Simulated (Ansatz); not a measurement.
**BiSb: taking an electron away**

The task here is to estimate one member of a computed series from the others.

The runs use Ansatz 0.2.0, Gaussian basis; unrestricted cation, the program's frozen cores in correlated methods.

The runs, in order: UKS PBE-D4/def2-TZVPP; UKS r2SCAN-D4/def2-TZVPP; UKS PBE0-D4/def2-TZVPP; UKS B3LYP-D4/def2-TZVPP; UKS wB97X-V/def2-TZVPP; UKS wB97M-V/def2-TZVPP; UKS B2PLYP/def2-TZVPP; UHF-CCSD(T)/def2-TZVPP; UHF-CCSD(T)/def2-QZVPP; extrapolation to the limit; then −ε(HOMO) from the neutral's earlier runs with LDA (SPW92), PBE-D4, revPBE-D4, BLYP-D4, r2SCAN-D4, B97M-V, PBE0-D4, B3LYP-D4, r2SCANh-D4, r2SCAN0-D4, HSE06-D4, BHLYP-D4, CAM-B3LYP-D4, LC-ωPBE, ωB97X-V, ωB97M-V.

### The geometry

All runs share one geometry, relaxed beforehand with PBE0-D4 in a triple-zeta def2 set. Sb, Bi take the def2 core potential; no spin-orbit term is included.

SMILES `[Sb]#[Bi]`, 2 atoms, charge 0, spin multiplicity 1.

Atoms are counted from 1 here; the program's logs count them from 0.

Bond lengths: Sb1–Bi2 2.537 Å.

Set-up of the first run:

The input, in.yaml:

```yaml
crystal:
  periodic: [false, false, false]
  atoms:
    - {symbol: Sb, position_ang: [-1.078554, 0.382753, -0.547147]}
    - {symbol: Bi, position_ang: [1.078554, -0.382753, 0.547147]}
basis:
  gaussian: {orbitals: def2-TZVPP}
total_charge: 1
magnetization: {spin_polarized: true, initial_magnetization: 1}
hamiltonian: {xc: pbe, dispersion: d4}
```

Run with:

```
> ansatz run in.yaml --threads 2 --pin off --events-out ev --progress --plain --max-ram 22528MiB --backend cpu
```

Steps of the session up to this table: Cation, UKS PBE-D4/def2-TZVPP; Cation, UKS r2SCAN-D4/def2-TZVPP; Cation, UKS PBE0-D4/def2-TZVPP; Cation, UKS B3LYP-D4/def2-TZVPP; Cation, UKS wB97X-V/def2-TZVPP; Cation, UKS wB97M-V/def2-TZVPP; Cation, UKS B2PLYP (frozen core)/def2-TZVPP; Cation, UHF-CCSD(T)/def2-TZVPP; Cation, UHF-CCSD(T)/def2-QZVPP.

One table of the session follows, with a row left open; its other results are not shown here.

It belongs to the step «Ionisation energies side by side». Orbital estimates, from the neutral's runs:

| functional | −ε(HOMO) (eV) |
| --- | --- |
| LDA (SPW92) | 5.80 |
| PBE-D4 | 5.59 |
| revPBE-D4 | 5.52 |
| BLYP-D4 | 5.42 |
| r2SCAN-D4 | 5.82 |
| B97M-V | 5.53 |
| PBE0-D4 | ? |
| B3LYP-D4 | 6.19 |
| r2SCANh-D4 | 6.11 |
| r2SCAN0-D4 | 6.54 |
| HSE06-D4 | 6.00 |
| BHLYP-D4 | 6.96 |
| CAM-B3LYP-D4 | 7.35 |
| LC-ωPBE | 8.41 |
| ωB97X-V | 8.18 |
| ωB97M-V | 8.12 |

Estimate the missing values for PBE0-D4.

As computed: −ε(HOMO) (eV): 6.37. In the column «−ε(HOMO) (eV)» it lies between B3LYP-D4 (6.19) and r2SCAN0-D4 (6.54).
